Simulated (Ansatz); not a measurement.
# PbF2 (Ni2In type): the cost of one run

Program: Ansatz 0.2.0. Level of theory: DFT LDA, scalar-relativistic, plane waves, PAW. These are calculated values, not measurements.

## (1) The starting structure

Symmetry: P6_3/mmc, No. 194, hexagonal system. Conventional cell: a = 4.300 Å, b = 4.300 Å, c = 5.200 Å, α = 90.00°, β = 90.00°, γ = 120.00°. Around Pb (site symmetry -6m2) lie 11 F at 2.48 to 2.80 Å. F (site symmetry -3m) has 8 F at 2.60 to 2.80 Å and 6 Pb at 2.80 Å as nearest neighbours. F (site symmetry -6m2) is surrounded by 5 Pb at 2.48 to 2.60 Å.

As a file:

```
Pb F
1.0
     4.30000    0.00000    0.00000
    -2.15000    3.72391    0.00000
     0.00000    0.00000    5.20000
Pb F
2 4
Direct
  0.33333 0.66667 0.25000
  0.66667 0.33333 0.75000
  0.00000 0.00000 0.00000
  0.00000 0.00000 0.50000
  0.33333 0.66667 0.75000
  0.66667 0.33333 0.25000
```

## (2) Cell and atoms relaxed at 9 GPa

Input file input.yaml:

```yaml
crystal:
  lattice:
    - [4.3, 0.0, 0.0]
    - [-2.15, 3.7239092363, 0.0]
    - [0.0, 0.0, 5.2]
  atoms:
    - { symbol: Pb, position: [0.3333333333, 0.6666666667, 0.25] }
    - { symbol: Pb, position: [0.6666666667, 0.3333333333, 0.75] }
    - { symbol: F, position: [0.0, 0.0, 0.0] }
    - { symbol: F, position: [0.0, 0.0, 0.5] }
    - { symbol: F, position: [0.3333333333, 0.6666666667, 0.75] }
    - { symbol: F, position: [0.6666666667, 0.3333333333, 0.25] }
scf:
  occupations: { method: fixed }
output:
  forces: true
  stress: true
  eigenvalues: true
  write_density: true
  write_potential: true
  elf: true
  volumetric_format: npy
hamiltonian:
  xc: lda
basis:
  ecutwfc: 520
kpoints:
  mp_grid: { grid: [9, 9, 6] }
relax:
  f_tol: 0.003
  max_steps: 60
  cell: { stress_tol: 0.03, p_target: 9 }
```

Command:

```sh
ansatz run input.yaml --threads 4 --pin off --max-ram 10240MiB --backend cpu --events-out ev --progress --plain --runs-dir out
```

What time and memory should one allow on 4 threads of Arm Neoverse V2, shared host?

About 16 s, with a peak of 0.49 GiB.
